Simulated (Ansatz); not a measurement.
# TlOs (L11 type): how the settings move a single-point run

How sensitive is a single-point run of TlOs (L11 type) to its settings? A reference run comes first, then one run with altered input.

Program: Ansatz 0.2.0. Level of theory: reference: DFT, PBE, PAW with Ansatz's default frozen-core files, scalar-relativistic. These are calculated values, not measurements.

1 further run of the same task is left out (set aside as unsound or not needed).

## Step 1: The starting structure

The structure is trigonal, space group R-3m (No. 166). The conventional cell has a = 3.075 Å, b = 3.075 Å, c = 13.175 Å, α = 90.00°, β = 90.00°, γ = 120.00°. Os (site symmetry -3m) is surrounded by 6 Tl at 2.82 Å and 6 Os at 3.07 Å. Around Tl (site symmetry -3m) lie 6 Os at 2.82 Å and 6 Tl at 3.07 Å.

As a file:

```
CELL_PARAMETERS angstrom
1.53741 -0.88763 4.39152
0.00000 1.77525 4.39152
-1.53741 -0.88763 4.39152
ATOMIC_POSITIONS crystal
Os 0.00000 0.00000 0.00000
Tl 0.50000 0.50000 0.50000
```

## Step 2: Reference

Contents of input.yaml:

```yaml
crystal:
  lattice:
    - [1.537412767, -0.8876256748, 4.3915178759]
    - [0.0, 1.7752513497, 4.3915178759]
    - [-1.537412767, -0.8876256748, 4.3915178759]
  atoms:
    - { symbol: Os, position: [0.0, 0.0, 0.0] }
    - { symbol: Tl, position: [0.5, 0.5, 0.5] }
kpoints:
  mp_grid: { grid: [12, 12, 12] }
  band_path:
    path:
      - [0.0, 0.0, 0.0]
      - [0.5, 0.5, 0.5]
      - [0.8060975956, 0.1939024044, 0.5]
      - [0.5, -0.1939024044, 0.1939024044]
      - [0.5, 0.0, 0.0]
      - [0.0, 0.0, 0.0]
      - [0.3469512022, -0.3469512022, 0.0]
      - [0.6530487978, 0.0, 0.3469512022]
      - [0.5, 0.0, 0.5]
    npoints: 5
scf:
  occupations: { method: fermi_dirac, width: 0.05 }
hamiltonian:
  xc: pbe
  pseudopotentials: { kind: paw }
output:
  forces: true
  stress: true
  eigenvalues: true
  efg: { contact_densities: true }
```

The run is started by

```sh
$ ansatz run input.yaml --threads 1 --pin off --max-ram 2048MiB --backend cpu --events-out ev --progress --plain --runs-dir out
```

## Step 3: Variant: chi_scale 0.1

input.yaml, as its differences from that of step 2:

```diff
@@ -24,2 +24,3 @@
   occupations: { method: fermi_dirac, width: 0.05 }
+  initial_density: { chi_scale: 0.1 }
 hamiltonian:
```

What does the calculation give? Wanted: for each run, ending; energy change; pressure; gap; force.

As calculated:

| run | ending | energy change | pressure (GPa) | gap (eV) | force (eV/Å) | cycles | time |
| --- | --- | --- | --- | --- | --- | --- | --- |
| reference | converged | 0 | 4.5 | 0.00 | 0.00 | 6 | 18 s |
| 1: chi_scale 0.1 | converged | 0.0 meV/atom | 4.5 | 0.00 | 0.00 | 7 | 22 s |

Residual by cycle in the longest SCF loop of each run; runs are numbered as in the table. The quantity is the density residual dr2, in eV.

```csv
cycle,reference,run 1
1,0.0121,1.12
2,0.00293,0.142
3,1.8e-4,0.00669
4,2.6e-5,4.4e-4
5,1.3e-6,2.5e-5
6,2.1e-8,1.0e-6
7,-,8.2e-8
```

With the changed start the energy agrees within 0.5 meV/atom. Cost: 7 SCF cycles against 6.
